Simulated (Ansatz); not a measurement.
# BH5N2O: the cost of one run

All numbers below are computed with Ansatz 0.2.0 (RKS PBE0/STO-3G).

## Step 1: The starting structure

Bond lengths: N1–B2 1.469 Å, B2–N3 1.493 Å, B2–O4 1.403 Å, N1–H5 1.052 Å, N1–H6 1.063 Å, N3–H7 1.085 Å, N3–H8 1.026 Å, O4–H9 1.027 Å. Angles: N1–B2–N3 118.1°, N1–B2–O4 123.4°, N3–B2–O4 118.5°, B2–N1–H5 111.5°, B2–N1–H6 111.1°, H5–N1–H6 107.7°, B2–N3–H7 108.9°, B2–N3–H8 111.3°, H7–N3–H8 105.0°, B2–O4–H9 109.6°.

As a file:

```xyz
9

N    -0.6272    0.9476   -0.9512
B    -0.2702   -0.0865    0.0299
N     1.1206   -0.6301    0.0056
O    -1.1677   -0.5860    0.9861
H    -0.4891    0.6071   -1.9367
H    -0.0308    1.8178   -0.8233
H     1.5753   -0.4768    0.9782
H     1.1208   -1.6469   -0.1297
H    -1.1432    0.0074    1.8240
```

## Step 2: End point A

Contents of input.yaml:

```yaml
crystal:
  periodic: [false, false, false]
  atoms:
    - { symbol: "N", position_ang: [-0.6272, 0.9476, -0.9512] }
    - { symbol: B, position_ang: [-0.2702, -0.0865, 0.0299] }
    - { symbol: "N", position_ang: [1.1206, -0.6301, 0.0056] }
    - { symbol: O, position_ang: [-1.1677, -0.586, 0.9861] }
    - { symbol: H, position_ang: [-0.4891, 0.6071, -1.9367] }
    - { symbol: H, position_ang: [-0.0308, 1.8178, -0.8233] }
    - { symbol: H, position_ang: [1.5753, -0.4768, 0.9782] }
    - { symbol: H, position_ang: [1.1208, -1.6469, -0.1297] }
    - { symbol: H, position_ang: [-1.1432, 0.0074, 1.824] }
basis:
  gaussian: { orbitals: STO-3G }
hamiltonian:
  xc: pbe0
relax:
  f_tol: 0.02
  max_steps: 50
output:
  orbitals: {}
```

On the command line:

```console
> ansatz run input.yaml --threads 1 --pin off --max-ram 2048MiB --backend cpu --events-out ev --progress --plain --runs-dir out
```

Q: Estimate wall time and peak memory on 1 thread of an x86-64 CPU, shared host.

About 23 s, with a peak of 0.14 GiB.
